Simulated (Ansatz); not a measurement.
**CdS: relaxation**

Aim: relax the structure. Runs: cell and atoms relaxed (PAW); cell relaxed at -2 GPa (PAW); cell relaxed at 2 GPa (PAW); cell relaxed at 4 GPa (PAW); cell relaxed at 7 GPa (PAW); cell relaxed at 10 GPa (PAW); cell relaxed at 15 GPa (PAW).

Program: Ansatz 0.2.0. Level of theory: DFT LDA, frozen-core PAW, scalar-relativistic unless said. These are calculated values, not measurements.

7 further runs of the same task are left out: 7 set aside as unsound or not needed.

## (1) The structure to begin with

The structure is hexagonal, space group P6_3mc (No. 186). The conventional cell has a = 4.150 Å, b = 4.150 Å, c = 6.737 Å, α = 90.00°, β = 90.00°, γ = 120.00°. Cd (site symmetry 3m) is surrounded by 4 S at 2.53 to 2.54 Å. Around S (site symmetry 3m) lie 4 Cd at 2.53 to 2.54 Å.

Coordinates:

```
CELL_PARAMETERS angstrom
4.15000 0.00000 0.00000
-2.07500 3.59401 0.00000
0.00000 0.00000 6.73700
ATOMIC_POSITIONS crystal
Cd 0.33333 0.66667 0.00000
Cd 0.66667 0.33333 0.50000
S 0.33333 0.66667 0.37500
S 0.66667 0.33333 0.87500
```

Cartesian axes are those of the input's lattice vectors. The structure goes back to a database entry.

## (2) Cell and atoms relaxed, PAW

input.yaml reads:

```yaml
crystal:
  lattice:
    - [4.15, 0.0, 0.0]
    - [-2.075, 3.5940054257, 0.0]
    - [0.0, 0.0, 6.737]
  atoms:
    - { symbol: Cd, position: [0.333333333333, 0.666666666667, 0.0] }
    - { symbol: Cd, position: [0.666666666667, 0.333333333333, 0.5] }
    - { symbol: S, position: [0.333333333333, 0.666666666667, 0.375] }
    - { symbol: S, position: [0.666666666667, 0.333333333333, 0.875] }
kpoints:
  mp_grid: { grid: [8, 8, 6] }
scf:
  occupations: { method: fermi_dirac, width: 0.05 }
hamiltonian:
  xc: lda
  pseudopotentials: { kind: paw }
relax:
  f_tol: 0.002
  max_steps: 80
  cell: {}
output:
  forces: true
  stress: true
```

Command:

```sh
$ ansatz run input.yaml --threads 1 --pin off --max-ram 3072MiB --backend cpu --events-out ev --progress --plain --runs-dir out
```

## (3) Cell relaxed at -2 GPa, PAW

input.yaml reads:

```yaml
crystal:
  lattice:
    - [4.07350869843, 0.0, 0.0]
    - [-2.03675434921, 3.52776201538, 0.0]
    - [0.0, 0.0, 6.63844013858]
  atoms:
    - { symbol: Cd, position: [0.333333333333, 0.666666666667, -0.000527515603] }
    - { symbol: Cd, position: [0.666666666667, 0.333333333333, 0.499472484397] }
    - { symbol: S, position: [0.333333333333, 0.666666666667, 0.375527515603] }
    - { symbol: S, position: [0.666666666667, 0.333333333333, 0.875527515603] }
kpoints:
  mp_grid: { grid: [6, 6, 4] }
scf:
  occupations: { method: fixed }
hamiltonian:
  xc: lda
  pseudopotentials: { kind: paw }
relax:
  f_tol: 0.002
  max_steps: 80
  cell: { p_target: -2 }
output:
  forces: true
  stress: true
```

## (4) Cell relaxed at 2 GPa, PAW

Edit input.yaml of step 3 so:

```diff
@@ -20,3 +20,3 @@
   max_steps: 80
-  cell: { p_target: -2 }
+  cell: { p_target: 2 }
 output:
```

## (5) Cell relaxed at 4 GPa, PAW

Edit input.yaml of step 4 so:

```diff
@@ -20,3 +20,3 @@
   max_steps: 80
-  cell: { p_target: 2 }
+  cell: { p_target: 4 }
 output:
@@ -24 +24,5 @@
   stress: true
+  write_density: true
+  write_potential: true
+  elf: true
+  volumetric_format: npy
```

## (7) Cell relaxed at 7 GPa, PAW

Edit input.yaml of step 5 so:

```diff
@@ -20,3 +20,3 @@
   max_steps: 80
-  cell: { p_target: 4 }
+  cell: { p_target: 7 }
 output:
@@ -24,5 +24 @@
   stress: true
-  write_density: true
-  write_potential: true
-  elf: true
-  volumetric_format: npy
```

## (8) Cell relaxed at 10 GPa, PAW

Edit input.yaml of step 7 so:

```diff
@@ -20,3 +20,3 @@
   max_steps: 80
-  cell: { p_target: 7 }
+  cell: { p_target: 10 }
 output:
```

## (10) Cell relaxed at 15 GPa, PAW

Edit input.yaml of step 8 so:

```diff
@@ -20,3 +20,3 @@
   max_steps: 80
-  cell: { p_target: 10 }
+  cell: { p_target: 15 }
 output:
```

(Steps that only read results are left out.)

What does the calculation give? Wanted: cell; volume.

As calculated:

| quantity | value |
| --- | --- |
| cell | a = 4.074 Å, b = 4.074 Å, c = 6.638 Å, α = 90.00°, β = 90.00°, γ = 120.00° |
| volume | 23.849 Å³/atom |

In words: The volume changes by -5.1 %. Cautions: frozen-core PAW files fitted under PBE, their cores solved anew for the functional of the run.
